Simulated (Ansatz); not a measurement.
# GaAsH2 (triplet): the correlation ladder, cc-pVTZ

How much of the correlation energy of GaAsH2 (triplet) does each wave-function method recover here?

The runs use Ansatz 0.2.0, Gaussian basis; cc-pVTZ, core rule «outside noble gas», up to 28 orbitals frozen.

The runs, in order: UHF; CCSD(T) on ROHF; CCSD(T) on UHF; BCCD(T) on ROHF; CCSDT(Q) on ROHF; CCSDT(Q) on UHF.

10 further runs of the same task are left out: 6 for a known fault of the program, 4 set aside as unsound or not needed. Runs told in other sessions of the task aren't counted.

### 1 The geometry

The geometry is a PBE0/def2-TZVP stationary point (not a proven minimum) of the parent state, kept for this charge and spin. No spin-orbit coupling is included. The filled d shell of Ga, As may be among the frozen orbitals whatever the setting's name suggests.

4 atoms, charge 0, spin multiplicity 3.

Atoms are counted from 1 here; the program's logs count them from 0.

Bond lengths: Ga1–As2 2.303 Å, Ga1–H3 1.568 Å, Ga1–H4 1.568 Å. Angles: As2–Ga1–H3 118.9°, As2–Ga1–H4 118.9°, H3–Ga1–H4 122.1°.

In the tables R marks a restricted open-shell determinant and U an unrestricted one; energies count from the table's Hartree-Fock row.

### 2 UHF

Contents of in.yaml:

```yaml
crystal:
  periodic: [false, false, false]
  atoms:
    - {symbol: Ga, position_ang: [0.000000, 0.000000, 1.166243]}
    - {symbol: As, position_ang: [0.000000, 0.000000, -1.137111]}
    - {symbol: H, position_ang: [0.000000, 1.371735, 1.924811]}
    - {symbol: H, position_ang: [0.000000, -1.371735, 1.924811]}
basis:
  gaussian: {orbitals: cc-pVTZ}
magnetization: {spin_polarized: true, initial_magnetization: 2}
hamiltonian: {xc: hf}
output: {orbitals: {seedname: orbitals}}
```

The run is started by

```
$ ansatz run in.yaml --threads 1 --pin off --events-out ev --progress --plain --max-ram 4096MiB --backend cpu
```

Log:

```text
Functional definition: HF
  name "HF"
  cite "Fock, Z. Phys. 61, 126 (1930) doi:10.1007/BF01340294"
  parent pbe
  exchange = exact_x
  correlation = 0
723 factors; integrals over basis functions are off by at most 1.1e-3 eV
mean field evaluation 1: about -113162.6002 eV, gradient 7.9e0 eV
mean field evaluation 2: about -113162.6023 eV, gradient 7.9e0 eV
mean field evaluation 4: about -113163.4287 eV, gradient 1.5e0 eV
mean field evaluation 8: about -113163.4491 eV, gradient 4.5e-4 eV
mean field evaluation 16: about -113163.1273 eV, gradient 1.4e0 eV
mean field evaluation 32: about -113163.4456 eV, gradient 1.3e-1 eV
mean field -113163.44913740 eV, -4158.6800508588 hartree, gradient 2.0e-5 eV, S^2 2.015176; 0 other end points of the search recorded, 0 dependent functions left out
reference -113163.44913740 eV, -4158.6800508588 hartree; 34, 32 occupied and 80, 82 virtual orbitals, 723 factors
Total energy: -113163.44913740 eV, -4158.6800508588 hartree
```

Run time: 5 s. Hardware: 1 thread of AMD EPYC 7R13, shared host; peak memory 0.26 GiB.

From the report: ⟨S²⟩ of the determinant 2.015 (pure triplet: 2.00).

### 3 CCSD(T) on ROHF

in.yaml: that of step 2 with these lines changed.

```diff
@@ -9,4 +9,4 @@
   gaussian: {orbitals: cc-pVTZ}
-magnetization: {spin_polarized: true, initial_magnetization: 2}
-hamiltonian: {xc: hf}
-output: {orbitals: {seedname: orbitals}}
+magnetization: {spin_polarized: false, initial_magnetization: 2}
+correlation: {method: ccsd_t, electrons: outside_noble_gas}
+output: {forces: true}
```

The run is started by

```
$ ansatz run in.yaml --threads 2 --pin off --events-out ev --progress --plain --max-ram 24576MiB --backend cuda --devices 0, --max-vram 18GiB
```

Log, shortened:

```text
Functional definition: HF
  name "HF"
  cite "Fock, Z. Phys. 61, 126 (1930) doi:10.1007/BF01340294"
  parent pbe
[...]
723 factors; integrals over basis functions are off by at most 1.1e-3 eV
[...]
mean field -113163.30503182 eV, -4158.6747550762 hartree, gradient 1.7e-6 eV, S^2 2.000000; 4 other end points of the search recorded, 0 dependent functions left out
[...]
determinant -113163.30503182 eV, -4158.6747550762 hartree, with singles and doubles -113168.89547462 eV, -4158.8802000599 hartree
determinant -113161.78145331 eV, -4158.6187645987 hartree, with singles and doubles -113167.55751539 eV, -4158.8310309651 hartree
determinant -113161.19136263 eV, -4158.5970791663 hartree, with singles and doubles -113166.90016911 eV, -4158.8068739348 hartree
28 core orbitals not correlated: weight in the atoms' cores, before any rotation towards them, 0.997 or more for the frozen orbitals, at most 0.002 for the correlated occupied ones
reference -113163.30503182 eV, -4158.6747550762 hartree; 6, 4 occupied and 80, 82 virtual orbitals, 723 factors
second order -4.55213460 eV of doubles, -0.08058401 eV of singles
cycle   1  -5.48024353 eV  change   -3.5e-1 eV  update   2.0e-2
[...]
cycle  12  -5.49146994 eV  change   -3.6e-9 eV  update   2.7e-7
perturbative correction -0.18148535 eV, -0.0066694636 hartree
[...]
Total energy: -113168.97798711 eV, -4158.8832323379 hartree
Atom 0 at     0.000000     0.000000     1.166243 Å, force    -0.000000     0.000000     1.451034 eV/Å
Atom 1 at     0.000000     0.000000    -1.137111 Å, force     0.000000    -0.000000    -1.927152 eV/Å
Atom 2 at     0.000000     1.371735     1.924811 Å, force     0.000000     0.238572     0.238059 eV/Å
Atom 3 at     0.000000    -1.371735     1.924811 Å, force    -0.000000    -0.238572     0.238059 eV/Å
Dipole moment:     0.000000    -0.000000     0.068633 e Å
```

It took 8 s on 1 × H100 (card shared with other runs) with 2 threads of AMD EPYC 7R13, shared host; peak host memory 0.98 GiB.

From the report: correlation -5.6730 eV; T1 0.017; largest double amplitude 0.03.

### 4 CCSD(T) on UHF

in.yaml: that of step 3 with these lines changed.

```diff
@@ -9,3 +9,3 @@
   gaussian: {orbitals: cc-pVTZ}
-magnetization: {spin_polarized: false, initial_magnetization: 2}
+magnetization: {spin_polarized: true, initial_magnetization: 2}
 correlation: {method: ccsd_t, electrons: outside_noble_gas}
```

The command is unchanged.

Log, shortened:

```text
Functional definition: HF
  name "HF"
  cite "Fock, Z. Phys. 61, 126 (1930) doi:10.1007/BF01340294"
  parent pbe
[...]
723 factors; integrals over basis functions are off by at most 1.1e-3 eV
[...]
mean field -113163.44913740 eV, -4158.6800508588 hartree, gradient 2.0e-6 eV, S^2 2.015176; 4 other end points of the search recorded, 0 dependent functions left out
determinant -113163.44913740 eV, -4158.6800508588 hartree, with singles and doubles -113168.90164997 eV, -4158.8804269999 hartree
determinant -113161.94517377 eV, -4158.6247812145 hartree, with singles and doubles -113167.56958236 eV, -4158.8314744178 hartree
determinant -113161.33605734 eV, -4158.6023965986 hartree, with singles and doubles -113166.90867770 eV, -4158.8071866197 hartree
28 core orbitals not correlated: weight in the atoms' cores, before any rotation towards them, 0.997 or more for the frozen orbitals, at most 0.002 for the correlated occupied ones
reference -113163.44913740 eV, -4158.6800508588 hartree; 6, 4 occupied and 80, 82 virtual orbitals, 723 factors
second order -4.46276537 eV of doubles, -0.00000000 eV of singles
cycle   1  -5.34716629 eV  change   -3.6e-1 eV  update   2.1e-2
[...]
cycle  12  -5.36035028 eV  change   -1.7e-7 eV  update   3.1e-7
perturbative correction -0.17640276 eV, -0.0064826819 hartree
[...]
Total energy: -113168.98589045 eV, -4158.8835227802 hartree
Atom 0 at     0.000000     0.000000     1.166243 Å, force    -0.000000     0.000000     1.451541 eV/Å
Atom 1 at     0.000000     0.000000    -1.137111 Å, force     0.000000    -0.000000    -1.927880 eV/Å
Atom 2 at     0.000000     1.371735     1.924811 Å, force     0.000000     0.238369     0.238169 eV/Å
Atom 3 at     0.000000    -1.371735     1.924811 Å, force    -0.000000    -0.238369     0.238169 eV/Å
Dipole moment:     0.000000    -0.000000     0.068926 e Å
```

It took 9.5 s on 1 × H100 (card shared with other runs) with 2 threads of AMD EPYC 7R13, shared host; peak host memory 0.98 GiB.

From the report: ⟨S²⟩ of the determinant 2.015 (pure triplet: 2.00); correlation -5.5368 eV; T1 0.015; largest double amplitude 0.03.

### 5 BCCD(T) on ROHF

in.yaml: that of step 4 with these lines changed.

```diff
@@ -9,4 +9,3 @@
   gaussian: {orbitals: cc-pVTZ}
-magnetization: {spin_polarized: true, initial_magnetization: 2}
-correlation: {method: ccsd_t, electrons: outside_noble_gas}
-output: {forces: true}
+magnetization: {spin_polarized: false, initial_magnetization: 2}
+correlation: {method: bccd_t, electrons: outside_noble_gas}
```

Same command.

Log, shortened:

```text
Functional definition: HF
  name "HF"
  cite "Fock, Z. Phys. 61, 126 (1930) doi:10.1007/BF01340294"
  parent pbe
[...]
723 factors; integrals over basis functions are off by at most 1.1e-3 eV
[...]
mean field -113163.30503182 eV, -4158.6747550762 hartree, gradient 1.7e-6 eV, S^2 2.000000; 4 other end points of the search recorded, 0 dependent functions left out
[...]
determinant -113163.30503182 eV, -4158.6747550762 hartree, with singles and doubles -113168.89547462 eV, -4158.8802000599 hartree
determinant -113161.78145331 eV, -4158.6187645987 hartree, with singles and doubles -113167.55751539 eV, -4158.8310309651 hartree
determinant -113161.19136263 eV, -4158.5970791663 hartree, with singles and doubles -113166.90016911 eV, -4158.8068739348 hartree
28 core orbitals not correlated: weight in the atoms' cores, before any rotation towards them, 0.997 or more for the frozen orbitals, at most 0.002 for the correlated occupied ones
reference -113163.30503182 eV, -4158.6747550762 hartree; 6, 4 occupied and 80, 82 virtual orbitals, 723 factors
second order -4.55213460 eV of doubles, -0.08058401 eV of singles
cycle   1  -5.48287934 eV  change   -3.5e-1 eV  update   2.0e-2
[...]
cycle   9  -5.49070893 eV  change    3.2e-6 eV  update   5.2e-6
perturbative correction -0.18263424 eV, -0.0067116846 hartree
Total energy: -113168.97837499 eV, -4158.8832465922 hartree
```

Run time: 7.5 s. Hardware: 1 × H100 (card shared with other runs) with 2 threads of AMD EPYC 7R13, shared host; peak host memory 0.79 GiB.

From the report: correlation -5.6733 eV; largest double amplitude 0.03.

### 6 CCSDT(Q) on ROHF

in.yaml: that of step 5 with these lines changed.

```diff
@@ -10,2 +10,2 @@
 magnetization: {spin_polarized: false, initial_magnetization: 2}
-correlation: {method: bccd_t, electrons: outside_noble_gas}
+correlation: {method: ccsdt_q, electrons: outside_noble_gas}
```

Launched as before.

Log, shortened:

```text
Functional definition: HF
  name "HF"
  cite "Fock, Z. Phys. 61, 126 (1930) doi:10.1007/BF01340294"
  parent pbe
[...]
1346 factors; integrals over basis functions are off by at most 2.1e-7 eV
[...]
mean field -113163.30507365 eV, -4158.6747566135 hartree, gradient 2.8e-6 eV, S^2 2.000000; 4 other end points of the search recorded, 0 dependent functions left out
[...]
determinant -113163.30507365 eV, -4158.6747566135 hartree, with singles and doubles -113168.89554430 eV, -4158.8802026206 hartree
determinant -113161.78149661 eV, -4158.6187661900 hartree, with singles and doubles -113167.55758889 eV, -4158.8310336661 hartree
determinant -113161.19140648 eV, -4158.5970807776 hartree, with singles and doubles -113166.90024610 eV, -4158.8068767643 hartree
28 core orbitals not correlated: weight in the atoms' cores, before any rotation towards them, 0.997 or more for the frozen orbitals, at most 0.002 for the correlated occupied ones
reference -113163.30507365 eV, -4158.6747566135 hartree; 6, 4 occupied and 80, 82 virtual orbitals, 1346 factors
second order -4.55216691 eV of doubles, -0.08058413 eV of singles
cycle   1  -5.26467991 eV  change   -6.3e-1 eV  update   7.2e-2
[...]
cycle  16  -5.70339000 eV  change    7.2e-7 eV  update   4.6e-7
perturbative correction -0.00680480 eV, -0.0002500717 hartree
Total energy: -113169.01526845 eV, -4158.8846024018 hartree
```

It took 20 s on 1 × H100 (card shared with other runs) with 2 threads of AMD EPYC 7R13, shared host; peak host memory 1.1 GiB.

From the report: correlation -5.7102 eV; T1 0.018; largest double amplitude 0.03.

### 7 CCSDT(Q) on UHF

in.yaml: that of step 6 with these lines changed.

```diff
@@ -9,3 +9,3 @@
   gaussian: {orbitals: cc-pVTZ}
-magnetization: {spin_polarized: false, initial_magnetization: 2}
+magnetization: {spin_polarized: true, initial_magnetization: 2}
 correlation: {method: ccsdt_q, electrons: outside_noble_gas}
```

The command is unchanged.

Log, shortened:

```text
Functional definition: HF
  name "HF"
  cite "Fock, Z. Phys. 61, 126 (1930) doi:10.1007/BF01340294"
  parent pbe
[...]
1346 factors; integrals over basis functions are off by at most 2.1e-7 eV
[...]
mean field -113163.44917950 eV, -4158.6800524059 hartree, gradient 3.6e-6 eV, S^2 2.015176; 4 other end points of the search recorded, 0 dependent functions left out
determinant -113163.44917950 eV, -4158.6800524059 hartree, with singles and doubles -113168.90171965 eV, -4158.8804295605 hartree
determinant -113161.94521713 eV, -4158.6247828082 hartree, with singles and doubles -113167.56966029 eV, -4158.8314772818 hartree
determinant -113161.33610145 eV, -4158.6023982196 hartree, with singles and doubles -113166.90875478 eV, -4158.8071894525 hartree
28 core orbitals not correlated: weight in the atoms' cores, before any rotation towards them, 0.997 or more for the frozen orbitals, at most 0.002 for the correlated occupied ones
reference -113163.44917950 eV, -4158.6800524059 hartree; 6, 4 occupied and 80, 82 virtual orbitals, 1346 factors
second order -4.46279695 eV of doubles, -0.00000000 eV of singles
cycle   1  -5.11118645 eV  change   -6.5e-1 eV  update   7.5e-2
[...]
cycle  16  -5.56808793 eV  change    7.9e-7 eV  update   4.9e-7
perturbative correction -0.00673349 eV, -0.0002474512 hartree
Total energy: -113169.02400092 eV, -4158.8849233143 hartree
```

It took 14 s on 1 × H100 (card shared with other runs) with 2 threads of AMD EPYC 7R13, shared host; peak host memory 1 GiB.

From the report: ⟨S²⟩ of the determinant 2.015 (pure triplet: 2.00); correlation -5.5748 eV; T1 0.016; largest double amplitude 0.03.

### 8 Misses and costs

The yardstick is UCCSDT(Q), where the cluster series has nearly closed. Rows without a time are mean-field rows or come out of runs for another level: lower rungs of the coupled-cluster runs, or the Hartree-Fock search. The times of RCCSD(T), UCCSD(T) include forces.

Differences are taken before rounding.

```
   method  energy from the lowest ROHF (kJ/mol)  from UCCSDT(Q) (kJ/mol)   time
      ROHF                                  0.0                   +551.8       
      UHF                                -13.9                   +537.9       
     RMP2                               -447.0                   +104.8       
     UMP2                               -444.5                   +107.3       
    RCCSD                               -529.8                    +22.0       
    UCCSD                               -531.1                    +20.7       
 RCCSD(T)                               -547.4                     +4.4    8 s
 UCCSD(T)                               -548.1                     +3.7  9.5 s
  BCCD(T)                               -547.4                     +4.4  7.5 s
   RCCSDT                               -550.3                     +1.5       
   UCCSDT                               -551.1                     +0.6       
RCCSDT(Q)                               -551.0                     +0.8   20 s
UCCSDT(Q)                               -551.8                        0   14 s
```

Among the levels timed on like hardware and quicker than the yardstick, those that no quicker one beats, quickest first: BCCD(T) (7.5 s, +4.4 kJ/mol); UCCSD(T) (9.5 s, +3.7 kJ/mol).

### 9 What came out

```
                         quantity                                value
    UCCSDT(Q) from the ROHF energy                           -5.7190 eV
              RMP2 from UCCSDT(Q)                        +104.8 kJ/mol
              UMP2 from UCCSDT(Q)                        +107.3 kJ/mol
             RCCSD from UCCSDT(Q)                         +22.0 kJ/mol
          RCCSD(T) from UCCSDT(Q)                          +4.4 kJ/mol
          UCCSD(T) from UCCSDT(Q)                          +3.7 kJ/mol
         RCCSDT(Q) from UCCSDT(Q)                          +0.8 kJ/mol
levels within 1 kcal/mol (43 meV)  UCCSD(T), RCCSDT, UCCSDT, RCCSDT(Q)
                    T1 diagnostic                                0.017
```

**Reading.** RCCSD(T) lands +4.4 kJ/mol from the yardstick (0.8 % of the correlation energy). These misses are within one basis, not against nature; the frozen cores of restricted and unrestricted runs differ, which can shift their rows.

For cost: UCCSD(T) gets within 3.7 kJ/mol in 9.5 s, where UCCSDT(Q) took 14 s; the quickest level in the cost chart, BCCD(T), takes 7.5 s and misses by 4.4 kJ/mol.
